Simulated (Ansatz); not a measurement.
**Al2BC2: relaxing the atoms in a fixed cell**

Wanted: the geometry at rest of Al2BC2 (a structure type of another compound, with these elements put in), relaxing the atoms in a fixed cell, and its electronic structure there.

Program: Ansatz 0.2.0. Level of theory: DFT, r2SCAN, no spin polarisation, plane waves, PAW. These are calculated values, not measurements.

## (1) Geometry

Symmetry: P-3m1, No. 164, trigonal system. The conventional cell has a = 3.159 Å, b = 3.159 Å, c = 5.442 Å, α = 90.00°, β = 90.00°, γ = 120.00°. Around Al (site symmetry 3m) lie 4 C at 1.92 to 1.94 Å. C (site symmetry 3m) is surrounded by 4 Al at 1.92 to 1.94 Å. Around B (site symmetry -3m) lie 6 C at 2.33 Å.

Symmetry-reduced, conventional setting; the input below types the cell that was run:

```cif
data_structure
_symmetry_space_group_name_H-M 'P-3m1'
_symmetry_Int_Tables_number 164
_cell_length_a 3.1591
_cell_length_b 3.1591
_cell_length_c 5.4417
_cell_angle_alpha 90.000
_cell_angle_beta 90.000
_cell_angle_gamma 120.000
_cell_volume 47.03
loop_
_atom_site_label
_atom_site_type_symbol
_atom_site_symmetry_multiplicity
_atom_site_Wyckoff_symbol
_atom_site_fract_x
_atom_site_fract_y
_atom_site_fract_z
_atom_site_occupancy
Al1 Al 2 d 0.33333 0.66667 0.37730 1
C1 C 2 d 0.33333 0.66667 0.73460 1
B1 B 1 a 0.00000 0.00000 0.00000 1
```

The first density is read from a saved solution for the starting cell.

## (2) Relaxing

input.yaml reads:

```yaml
crystal:
  lattice:
    - [3.15914, 0.0, 0.0]
    - [-1.57957, 2.735897, 0.0]
    - [0.0, 0.0, 5.441728]
  atoms:
    - { symbol: Al, position: [0.33333, 0.66667, 0.3773] }
    - { symbol: Al, position: [0.66667, 0.33333, 0.6227] }
    - { symbol: C, position: [0.33333, 0.66667, 0.7346] }
    - { symbol: C, position: [0.66667, 0.33333, 0.2654] }
    - { symbol: B, position: [0.0, 0.0, 0.0] }
  symmetry: { tolerance: 0.0003 }
kpoints:
  mp_grid: { grid: [8, 8, 4], shift: [0, 0, 0] }
magnetization:
  spin_polarized: false
scf:
  occupations: { method: fermi_dirac }
  lower_state_search: "off"
hamiltonian:
  pseudopotentials: { kind: paw }
  xc: r2scan
basis:
  ecutwfc: 500
  fft_grid_basis: typed
relax:
  max_steps: 80
output:
  forces: true
  stress: true
  eigenvalues: true
  bader: true
  populations: true
  elf: true
  write_potential: true
  volumetric_format: npy
  dos:
    e_range: [-12, 8]
    de: 0.05
    projected: { site_lists: { Al: [Al], B: [B], C: [C] } }
  write_density: true
checkpoint:
  read: saved_state
```

Launch:

```bash
> ansatz run input.yaml --threads 2 --pin off --max-ram 3584MiB --backend cpu --events-out ev --progress --plain --runs-dir out
```

Q: Predict the outcome of this session. Wanted: moves; energy gained; largest move; pressure left in the fixed cell; character; Bader charges.

As calculated:

```
                                                 quantity                         value
                                                    moves                             5
                                            energy gained                312.9 meV/atom
                                             largest move                   0.29 Å (Al)
                     space group (0.01 Å), before / after                 P-3m1 / P-3m1
                          pressure left in the fixed cell                      16.3 GPa
                                                character                         metal
density of states, mean within 0.25 eV of the Fermi level           1.1 per eV per cell
                                            Bader charges  Al +2.38, C -2.58, B +0.41 e
```

**Reading.** In the fixed cell the largest move of an atom is 0.29 Å; the energy fell by 312.9 meV per atom. The fixed cell still holds a mean pressure of 16.3 GPa, from stresses of opposite sign along its axes, so its shape would change if let free. The run held to 12 symmetry operations, so a lower structure without them is not ruled out. The cell is metallic; within 0.25 eV of the Fermi level the density of states averages 1.1 per eV per cell, mostly B s (38 %) and C p (28 %). By Bader's partition Al gives up most (+2.38 e) and C takes most (-2.58 e).

Limits of this run: the SCF threshold is loose for a stress.
